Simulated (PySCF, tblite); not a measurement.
# 1,1-dimethylpropyl formate (C₆H₁₂O₂): geometry, infrared bands, NMR shifts, electronic excitations and core binding energies

What infrared bands, NMR shifts, electronic excitations and core binding energies should 1,1-dimethylpropyl formate (C₆H₁₂O₂) (`CCC(C)(C)OC=O`) show?

Computed with tblite 0.8.0 and PySCF 2.14.0, with density-fitted response routines of our own, on a single molecule in the gas phase. Atoms count from 0, in the outputs and in this text.

## (1) The molecule as given

20 atoms, charge 0, multiplicity 1; geometry from: GFN2-xTB.

Bonds of the start (Å): C0–C1 1.53, C1–C2 1.54, C2–C3 1.53, C2–C4 1.53, C2–O5 1.46, O5–C6 1.31, C6–O7 1.20, C0–H8 1.09, C0–H9 1.09, C0–H10 1.09, C1–H11 1.09, C1–H12 1.09, C3–H13 1.09, C3–H14 1.09, C3–H15 1.09, C4–H16 1.09, C4–H17 1.09, C4–H18 1.09, C6–H19 1.11.

## (2) Vibrational analysis with GFN2-xTB

What the job is given:

```
{"job": {"kind": "ir", "xc": "GFN2-xTB", "basis": "xTB"}, "charge": 0, "multiplicity": 1}
C     -1.939610     0.663032     0.592359
C     -0.652986    -0.067885     0.961184
C      0.285379    -0.318156    -0.230284
C     -0.399964    -1.115532    -1.339360
C      1.551124    -1.037961     0.237378
O      0.642298     0.942881    -0.865547
C      1.290711     1.878279    -0.213710
O      1.679761     1.880502     0.918225
H     -2.593963     0.034822    -0.006469
H     -2.473225     0.944459     1.496882
H     -1.718422     1.568486     0.031331
H     -0.893022    -1.034897     1.406291
H     -0.110071     0.516563     1.705341
H     -0.822941    -2.029414    -0.932816
H     -1.189642    -0.523685    -1.792019
H      0.319778    -1.370208    -2.112779
H      1.296625    -2.035964     0.583531
H      2.024367    -0.493159     1.049748
H      2.258450    -1.120886    -0.585498
H      1.440204     2.729403    -0.906825
```

**Question.** This job is followed by: PBE0-D3(BJ)/def2-SVP geometry optimisation, gas phase; GIAO PBE0/pcSseg-1 NMR shielding, non-relativistic, gas phase; TDDFT CAM-B3LYP/def2-SVPD, vertical, gas phase, core orbitals frozen in the response; GIAO WP04/pcSseg-1 NMR shielding, non-relativistic, gas phase; delta-SCF UKS SCAN, pcX-2 on the ionised atom, pcseg-1 elsewhere, spin-free X2C. What will the session give for the following? strongest single infrared mode (GFN2-xTB); zero-point energy (GFN2-xTB); point group; rotational constants (main isotopes); 13C shifts against TMS (PBE0/pcSseg-1, means over atoms taken as alike); 1H shifts against TMS (PBE0/pcSseg-1, means over atoms taken as alike); 17O shifts against H2O (PBE0/pcSseg-1); lowest singlet (CAM-B3LYP/def2-SVPD); brightest single state of those computed; lowest triplet; vertical ionisation energy (ΔSCF); C1s binding energies, SCAN/pcX-2; O1s binding energies, SCAN/pcX-2; range of the shift of O7.

As calculated:

| quantity | value |
| --- | --- |
| strongest single infrared mode (GFN2-xTB) | 1788 cm⁻¹, 496 km/mol |
| zero-point energy (GFN2-xTB) | 107.6 kcal/mol |
| point group | C1 |
| rotational constants (main isotopes) | 2.44, 1.85, 1.47 GHz |
| 13C shifts against TMS (PBE0/pcSseg-1, means over atoms taken as alike) | 164.0, 81.2, 31.1, 27.6, 9.0 ppm |
| 1H shifts against TMS (PBE0/pcSseg-1, means over atoms taken as alike) | 7.84, 1.93, 1.38, 0.90 ppm |
| 17O shifts against H2O (PBE0/pcSseg-1) | 453.7, 244.5 ppm |
| lowest singlet (CAM-B3LYP/def2-SVPD) | 5.77 eV (215 nm), f = 0.002 |
| brightest single state of those computed | state 3, 8.14 eV, f = 0.094 |
| lowest triplet | 5.23 eV |
| vertical ionisation energy (ΔSCF) | 10.38 eV |
| C1s binding energies, SCAN/pcX-2 | C6 294.58, C2 292.35, C3 290.70, C0 290.62, C1 290.57 eV |
| O1s binding energies, SCAN/pcX-2 | O5 539.14, O7 537.78 eV |
| range of the shift of O7 | 433.7 to 453.7 ppm |

**Reading.** No mode is imaginary among the 54: a minimum at this level. The strongest single mode, at 1788 cm⁻¹, moves mainly C6 and O7. GFN2-xTB is a fitted tight-binding method: band positions and strengths are rough. Its intensities can rank the bands wrongly. The optimisation took 11 steps and gained 0.056 eV; among the close pairs (by a distance rule), C3–H13 changed most, from 1.086 to 1.100 Å. No frequency check was run at this level, so the end point may be a saddle. C6 (ester carbonyl carbon) lies farthest downfield among carbon, at 164.0 ppm; it is a carbonyl in resonance with an O or N lone pair, the region of acids, esters and amides. At PBE0/pcSseg-1: Shielding is most anisotropic at O7 (span 686 ppm, paramagnetic term -523 ppm). The first singlet state (HOMO→LUMO 0.82, HOMO→LUMO+1 0.09) lies at 5.77 eV and is weak; of the 10 states computed, the strongest absorption comes from state 3 at 8.14 eV. The lowest triplet lies 0.53 eV below the lowest singlet (triplets in Tamm-Dancoff, singlets in full TDDFT). The orbital energy would give 9.52 eV for ionisation, ΔSCF gives 10.38 eV. The C1s levels kept as sound span 4.01 eV, from C1 (sp3 CH2) up to C6 (ester carbonyl carbon). The O1s levels kept as sound span 1.36 eV, from O7 (ester carbonyl oxygen) up to O5 (ester alkoxy oxygen). In ppm, O7 moves most: its shift spreads over 20.0 ppm, from 433.7 (WP04/pcSseg-1) to 453.7 (PBE0/pcSseg-1). Most of that comes from the computed reference, not from the atom's own shielding.
